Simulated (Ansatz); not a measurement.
# CH6CuN: an energy map over bond length C1–H5 and angle H4–C1–H5

A grid of calculations on CH6CuN, SMILES [CH3][Cu-][NH3+], to see where the energy is lowest and how it rises around there.

Computed with Ansatz 0.2.0. Level: RKS PBE-D4/def2-SVP.

## Step 1: Where the work starts

SMILES `[CH3][Cu-][NH3+]`, 9 atoms, charge 0, spin multiplicity 1.

Atoms are counted from 1 here; the program's logs count them from 0.

Bond lengths: C1–Cu2 1.896 Å, C1–H4 1.113 Å, C1–H5 1.113 Å, C1–H6 1.113 Å, Cu2–N3 1.974 Å, N3–H7 1.032 Å, N3–H8 1.032 Å, N3–H9 1.032 Å. Angles: Cu2–C1–H4 112.0°, Cu2–C1–H5 111.3°, Cu2–C1–H6 111.8°, H4–C1–H5 107.1°, H4–C1–H6 107.2°, H5–C1–H6 107.1°, C1–Cu2–N3 179.3°, Cu2–N3–H7 111.8°, Cu2–N3–H8 112.7°, Cu2–N3–H9 112.4°, H7–N3–H8 106.5°, H7–N3–H9 106.5°, H8–N3–H9 106.5°.

Geometry (Å):

```
C    -0.8959    1.3324   -1.0470
Cu   -0.0169    0.0092   -0.0125
N     0.9211   -1.3599    1.0571
H    -1.7573    0.9135   -1.6136
H    -0.2051    1.7894   -1.7907
H    -1.2893    2.1590   -0.4137
H     1.9009   -1.4760    0.7550
H     0.4808   -2.2904    0.9873
H     0.9502   -1.1234    2.0610
```

This geometry comes from a loose relaxation at PBE in a small basis, which is not shown.

## Step 3: The grid

The axes are (1) bond length C1–H5: 7 values from 0.935 to 1.447 Å; (2) angle H4–C1–H5: 7 values from 62.2 to 152.2 °.

Nothing else is relaxed (all other coordinates rigid). Energies count from the relaxed molecule at the same level.

(The set-up runs are not shown.)

## Step 4: Grid point bond length C1–H5 = 1.105 Å, angle H4–C1–H5 = 62.2°

input.yaml

```yaml
crystal:
  periodic: [false, false, false]
  atoms:
    - { symbol: C, position_ang: [-0.89352, 1.332939, -1.047648] }
    - { symbol: Cu, position_ang: [-0.003824, 0.014726, -0.017464] }
    - { symbol: "N", position_ang: [0.923567, -1.358717, 1.055972] }
    - { symbol: H, position_ang: [-1.187087, 1.279357, -2.119772] }
    - { symbol: H, position_ang: [-0.217663, 1.793535, -1.790677] }
    - { symbol: H, position_ang: [-1.290154, 2.153587, -0.409108] }
    - { symbol: H, position_ang: [1.904173, -1.486287, 0.762396] }
    - { symbol: H, position_ang: [0.471156, -2.282768, 0.981882] }
    - { symbol: H, position_ang: [0.944932, -1.120606, 2.059415] }
basis:
  gaussian: { orbitals: def2-SVP }
hamiltonian:
  xc: pbe
  dispersion: d4
output:
  forces: true
```

Command:

```console
ansatz run input.yaml --threads 1 --pin off --max-ram 2560MiB --backend cpu --events-out ev --progress --plain --runs-dir out
```

The session goes on with these runs: the other points that were computed.

What does the calculation give? Wanted: lowest point; highest computed point; dipole moment.

The runs gave:

| quantity | value |
| --- | --- |
| lowest point | bond length C1–H5 = 1.105 Å, angle H4–C1–H5 = 107.2°, 0.0010 eV |
| highest computed point | bond length C1–H5 = 0.935 Å, angle H4–C1–H5 = 62.2°, 2.34 eV above the lowest |
| dipole moment (D) | 6.19 at bond length C1–H5 = 0.935 Å, angle H4–C1–H5 = 137.2° to 6.78 at bond length C1–H5 = 1.447 Å, angle H4–C1–H5 = 77.2°; 6.34 at the lowest point |
| time for the whole task | 16 min on 1 thread, shared host |

What this shows: The lowest computed point is at bond length C1–H5 = 1.105 Å, angle H4–C1–H5 = 107.2°, 0.0010 eV from the relaxed molecule at the same level. The grid is coarse, so the lowest point of the scanned range may lie between grid points; coordinates that were held can hide deeper minima. The grid shows no other well, apart from its symmetry copies. The highest computed point, bond length C1–H5 = 0.935 Å, angle H4–C1–H5 = 62.2°, lies 2.34 eV above the lowest. Round the minimum the two coordinates are nearly uncoupled.
